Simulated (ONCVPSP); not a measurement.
# Pseudopotential generation for manganese: ONCV, PBEsol

Do these settings give a usable potential? It is generated, then checked for transferability, scattering, ghosts and hardness.

The numbers are computed with ONCVPSP 4.0.1 (PBEsol, scalar-relativistic, spin-unpolarised reference atom).

### Step 1. Starting point

The settings as typed:

| Property | Result |
| --- | --- |
| element | manganese (Mn, Z = 25) |
| type | optimised norm-conserving Vanderbilt (ONCV) |
| frozen core | [Ar] |
| valence charge | 7 |
| reference configuration | 3d5 4s1.5 (charge +0.5) |
| partial waves | 4s: rc 2.40 bohr, ncon 4, nbas 8, qcut 2.1 1/bohr, 2 projectors, debl 3.3 Ha; p scattering state at 0.02 Ha: rc 2.30 bohr, ncon 4, nbas 9, qcut 3.5 1/bohr, 2 projectors, debl 3.6 Ha; 3d: rc 1.05 bohr, ncon 4, nbas 8, qcut 17.7 1/bohr, 2 projectors, debl 1.4 Ha |
| local potential | polynomial inside 0.80 bohr (lpopt 3, dvloc0 0 Ha) |
| core correction | not asked for |

The nodes and maxima of the atom's own shells, from an earlier all-electron run, set the scale for the radii.

All-electron outer shells of the reference configuration (PBEsol, scalar-relativistic, ld1.x):

```
shell  level (eV)  outermost node (bohr)  outermost maximum (bohr)
   3p      -58.42                   0.31                      0.75
   3d      -10.69                      –                      0.76
   4s       -8.40                   1.05                      2.44
   4p       -4.12                   1.15                      3.10
```

### Step 2. The generation run

Contents of Mn.dat:

```
# ATOM AND REFERENCE CONFIGURATION
# atsym  z   nc   nv     iexc    psfile
  Mn 25.00    5    2  -116133      upf
#
#   n    l    f
    1    0    2.00
    2    0    2.00
    2    1    6.00
    3    0    2.00
    3    1    6.00
    3    2    5.00
    4    0    1.50
#
# PSEUDOPOTENTIAL AND OPTIMIZATION
# lmax
    2
#
#   l,   rc,      ep,       ncon, nbas, qcut
    0    2.40    0.00    4    8    2.10
    1    2.30    0.02    4    9    3.50
    2    1.05    0.00    4    8   17.70
#
# LOCAL POTENTIAL
# lloc, lpopt,  rc(5),   dvloc0
    4    3    0.80    0.00
#
# VANDERBILT-KLEINMAN-BYLANDER PROJECTORs
# l, nproj, debl
    0    2    3.30
    1    2    3.60
    2    2    1.40
#
# MODEL CORE CHARGE
# icmod, fcfact, rcfact
    0    0.00    0.00
#
# LOG DERIVATIVE ANALYSIS
# epsh1, epsh2, depsh
   -2.00    5.00    0.02
#
# OUTPUT GRID
# rlmax, drl
    6.00    0.01
#
# TEST CONFIGURATIONS
# ncnf
    4
# nvcnf
#   n    l    f
    2
    3    2    5.00
    4    0    2.00
#
    2
    3    2    5.00
    4    0    1.00
#
    2
    3    2    5.00
    4    0    0.00
#
    3
    3    2    5.00
    4    0    0.00
    4    1    1.00
#
```

Launch:

```bash
$ oncvpsp.x < Mn.dat > Mn.out
```

**Question.** What will these runs give? Wanted: cutoffs for 1 and 0.1 mHa per electron, occupied waves; bound ghosts; GHOST(+) flags; largest test error; largest phase difference near zero energy, channels read; projector energies reset by the program.

As calculated:

| quantity | value |
| --- | --- |
| cutoffs for 1 and 0.1 mHa per electron, occupied waves | 96 Ha and 113 Ha |
| bound ghosts | s at -58.86 eV |
| GHOST(+) flags | p at 60 eV |
| largest test error (AE − PS) | +27 meV, for 3d5 4s0 |
| largest phase difference near zero energy, channels read | 0.014 rad |
| projector energies reset by the program | p: 0.050, 3.650 Ha |

A bound ghost (s) makes it unfit for use: electrons can fall into a state that the atom doesn't have. By total energies transferability is fair: the largest error is 27 meV on 20.6 eV, for 3d5 4s0. The potential is very hard: the looser tolerance needs 96 Ha. At the looser tolerance the 3d wave is the slowest; 4s needs 13 Ha. Near zero energy the phases of the channels with partial waves agree within 0.014 rad. The program also flags highly localised states, GHOST(+) (p). All of this concerns the isolated atom, not yet a solid.
